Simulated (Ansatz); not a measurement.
# C4H9F2Ga: a ladder of functionals and wavefunction methods

The task here is to estimate one member of a computed series from the others.

The runs use Ansatz 0.2.0, Gaussian basis; functionals in def2-TZVPP, the program's frozen cores in correlated methods.

The runs, in order: LDA (SPW92), PBE-D4, revPBE-D4, BLYP-D4, r2SCAN-D4, B97M-V, PBE0-D4, B3LYP-D4, r2SCANh-D4, r2SCAN0-D4, HSE06-D4, BHLYP-D4, CAM-B3LYP-D4, LC-ωPBE, ωB97X-V, ωB97M-V, B2PLYP, PBE-QIDH; CCSD(T)/def2-SVP; MP2/def2-TZVPP; MP2/def2-QZVPP; RPA on PBE.

## The geometry

All runs share one geometry, relaxed beforehand with PBE0-D4 in a triple-zeta def2 set.

SMILES `CC(C)[CH2][Ga]([F])[F]`, 16 atoms, charge 0, spin multiplicity 1.

Atoms are counted from 1 here; the program's logs count them from 0.

Bond lengths: C1–C2 1.521 Å, C1–H8 1.092 Å, C1–H9 1.093 Å, C1–H10 1.096 Å, C2–C3 1.521 Å, C2–C4 1.526 Å, C2–H11 1.098 Å, C3–H12 1.093 Å, C3–H13 1.096 Å, C3–H14 1.092 Å, C4–Ga5 1.952 Å, C4–H15 1.095 Å, C4–H16 1.095 Å, Ga5–F6 1.750 Å, Ga5–F7 1.753 Å. Angles: C2–C1–H8 111.1°, C2–C1–H9 111.5°, C2–C1–H10 110.8°, H8–C1–H9 107.8°, H8–C1–H10 107.2°, H9–C1–H10 108.3°, C1–C2–C3 111.1°, C1–C2–C4 111.5°, C1–C2–H11 107.9°, C3–C2–C4 111.5°, C3–C2–H11 107.9°, C4–C2–H11 106.8°, C2–C3–H12 111.5°, C2–C3–H13 110.8°, C2–C3–H14 111.1°, H12–C3–H13 108.2°, H12–C3–H14 107.8°, H13–C3–H14 107.3° and more.

Set-up of the first run:

The input, in.yaml:

```yaml
crystal:
  periodic: [false, false, false]
  atoms:
    - {symbol: C, position_ang: [-0.356928, -1.351356, -0.823984]}
    - {symbol: C, position_ang: [0.328867, -0.697607, 0.366088]}
    - {symbol: C, position_ang: [1.625406, -0.020692, -0.051904]}
    - {symbol: C, position_ang: [-0.603298, 0.274939, 1.082153]}
    - {symbol: Ga, position_ang: [-1.195956, 1.775197, -0.017237]}
    - {symbol: F, position_ang: [-2.290944, 3.020984, 0.540099]}
    - {symbol: F, position_ang: [-0.733666, 2.091855, -1.678215]}
    - {symbol: H, position_ang: [0.286785, -2.104343, -1.284387]}
    - {symbol: H, position_ang: [-1.287943, -1.842891, -0.529314]}
    - {symbol: H, position_ang: [-0.590069, -0.608065, -1.594826]}
    - {symbol: H, position_ang: [0.577957, -1.487346, 1.087473]}
    - {symbol: H, position_ang: [2.126574, 0.445171, 0.800734]}
    - {symbol: H, position_ang: [1.435210, 0.753883, -0.803305]}
    - {symbol: H, position_ang: [2.318920, -0.739124, -0.494896]}
    - {symbol: H, position_ang: [-1.512389, -0.222531, 1.434977]}
    - {symbol: H, position_ang: [-0.128516, 0.711926, 1.966544]}
basis:
  gaussian: {orbitals: def2-TZVPP}
hamiltonian: {xc: lda}
output: {orbitals: {seedname: orbitals}}
```

Command:

```
$ ansatz run in.yaml --threads 8 --pin off --events-out ev --progress --plain --max-ram 20889MiB
```

Among the steps run: LDA; PBE-D4 (GGA); revPBE-D4 (GGA); BLYP-D4 (GGA); r2SCAN-D4 (meta-GGA); B97M-V (meta-GGA); B3LYP-D4 (hybrid); r2SCANh-D4 (hybrid); r2SCAN0-D4 (hybrid); HSE06-D4 (hybrid); BHLYP-D4 (hybrid); CAM-B3LYP-D4 (range-separated); LC-ωPBE (range-separated); ωB97X-V (range-separated); ωB97M-V (range-separated); B2PLYP (double hybrid); PBE-QIDH (double hybrid).

One table of the session follows, with a row left open; its other results are not shown here.

It belongs to the step «Orbital energies across the functionals». 

| functional | HOMO (eV) | gap (eV) |
| --- | --- | --- |
| LDA (SPW92) | -7.59 | 5.77 |
| PBE-D4 | -7.41 | 5.89 |
| revPBE-D4 | ? | ? |
| BLYP-D4 | -7.33 | 5.81 |
| r2SCAN-D4 | -7.68 | 6.50 |
| B97M-V | -7.77 | 6.33 |
| PBE0-D4 | -8.74 | 8.15 |
| B3LYP-D4 | -8.56 | 7.61 |
| r2SCANh-D4 | -8.18 | 7.33 |
| r2SCAN0-D4 | -8.92 | 8.48 |
| HSE06-D4 | -8.33 | 7.38 |
| BHLYP-D4 | -9.99 | 10.11 |
| CAM-B3LYP-D4 | -10.14 | 10.41 |
| LC-ωPBE | -11.40 | 12.95 |
| ωB97X-V | -11.07 | 12.42 |
| ωB97M-V | -10.97 | 12.03 |

**Question.** Estimate the row for revPBE-D4.

The run gave: HOMO (eV): -7.33; gap (eV): 5.96.
